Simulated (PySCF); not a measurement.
**TlF: other functionals and bases at one geometry**

The task here is to estimate one member of a computed series from the others.

Computed with PySCF 2.14.0. Level: several levels, as the steps say, no spin–orbit coupling.

3 further runs of the same task are left out: 2 for a known fault of the program, 1 that didn't finish.

## Starting geometry

2 atoms, charge 0, spin multiplicity 1.

Bond lengths: Tl1–F2 2.104 Å.

As a file:

```mol
FTl
  3D, bonds by distance, orders not assigned

  2  1  0  0  0  0  0  0  0  0999 V2000
    0.0000   -0.0000   -0.1382 Tl  0  0
    0.0000    0.0000    1.9663 F   0  0
  1  2  8  0
M  END
```

Formal oxidation states: Tl +1. An earlier session relaxed this geometry at B3LYP, Tl def2-SVP with ECP60, F def2-SVP (singlet, point group C∞v).

At B3LYP on the finer grid: E = -272.385565 Eh, HOMO -7.40 eV, LUMO -1.70 eV, Mulliken charge on Tl1 +0.48 e, largest force component 0.015 eV/Å. 

Levels to run: CAM-B3LYP; wB97X; BP86; PBE0; B3LYP, TZVP; B3LYP, x2c-SVP. Hardware: 2 threads of Arm Neoverse N1, shared host.

Set-up of the first run:

Input file run.py (the lines that set the calculation):

```python
mol = gto.M(atom='''
Tl     0.00000     0.00000    -0.13819
F      0.00000     0.00000     1.96629''',
    basis={'Tl': 'def2-SVP', 'F': 'def2-SVP'},
    ecp={'Tl': 'def2-SVP'},
    charge=0, spin=0)
mf = dft.RKS(mol, xc='CAMB3LYP')
mf.grids.atom_grid = (75, 302)
mf = mf.density_fit()  # fitting sets: Tl def2-universal-JKFIT, F def2-universal-JKFIT
mf.conv_tol = 1e-08; mf.max_cycle = 55
mf.kernel(dm0)  # dm0: the density of the relaxed state
```

The run is started by

```
$ OMP_NUM_THREADS=2 python run.py
```

Among the steps run: CAM-B3LYP; wB97X; BP86; PBE0; B3LYP, TZVP; B3LYP, x2c-SVP.

One of the session's tables, all rows but one given; the rest of the session is left out.

```
               level  HOMO (eV)  gap (eV)  charge on Tl1 (e)  dipole (D)  largest force component (eV/Å)
B3LYP (relaxed here)      -7.40      5.70               0.48        3.62                            0.01
           CAM-B3LYP      -8.90      8.25               0.49        3.70                            0.32
               wB97X          ?         ?                  ?           ?                               ?
                BP86      -6.42      4.28               0.42        3.30                            0.18
                PBE0      -7.59      6.18               0.50        3.72                            0.15
         B3LYP, TZVP      -7.71      5.86               0.56        4.12                            0.16
      B3LYP, x2c-SVP      -7.39      5.71               0.50        3.60                            0.03
```

**Question.** Estimate the row for wB97X.

**Answer.** HOMO (eV): -9.79; gap (eV): 10.13; charge on Tl1 (e): 0.50; dipole (D): 3.73; largest force component (eV/Å): 0.28. In the column «HOMO (eV)» it is the lowest.

In one basis the HOMO–LUMO gap runs from 4.28 eV (BP86) to 10.13 eV (wB97X). The largest leftover force, 0.32 eV/Å with CAM-B3LYP, stands at a geometry relaxed at another level. Total energies of different levels can't be compared.
